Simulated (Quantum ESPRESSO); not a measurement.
CsPbBr3:

```
CELL_PARAMETERS angstrom
5.87000 0.00000 0.00000
0.00000 5.87000 0.00000
0.00000 0.00000 5.87000
ATOMIC_POSITIONS crystal
Pb 0.50000 0.50000 0.50000
Cs 0.00000 0.00000 0.00000
Br 0.50000 0.50000 0.00000
Br 0.50000 0.00000 0.50000
Br 0.00000 0.50000 0.50000
```

Measurements of this composition are mostly on another form, of space group No. 62.

Base run:

* Program: Quantum ESPRESSO 7.5
* Functional: r2SCAN
* Potentials or basis: SG15 PBE 1.2
* Cutoff: 762 eV
* Density cutoff: 3048 eV
* k mesh: 5 × 5 × 5
* Occupations: fermi-dirac, width 0.05 eV
* Spin: no spin polarisation

Its results: pressure 0.4 GPa.

Q: After a change of settings the same cell gave: pressure -1.3 GPa. Which change was it?
A. functional from r2SCAN to PBE; potentials or basis from SG15 PBE 1.2 to SSSP 1.3 efficiency PBE; cutoff from 762 eV to 748 eV; density cutoff from 3048 eV to 5987 eV
B. functional from r2SCAN to PBEsol; potentials or basis from SG15 PBE 1.2 to GBRV 1.5 PBEsol; cutoff from 762 eV to 612 eV; density cutoff from 3048 eV to 4898 eV
C. functional from r2SCAN to LDA; potentials or basis from SG15 PBE 1.2 to GBRV 1.5 LDA; cutoff from 762 eV to 612 eV; density cutoff from 3048 eV to 4898 eV

A: C.

Caveats: the potentials were made for another functional, which shifts forces and pressure (some runs).
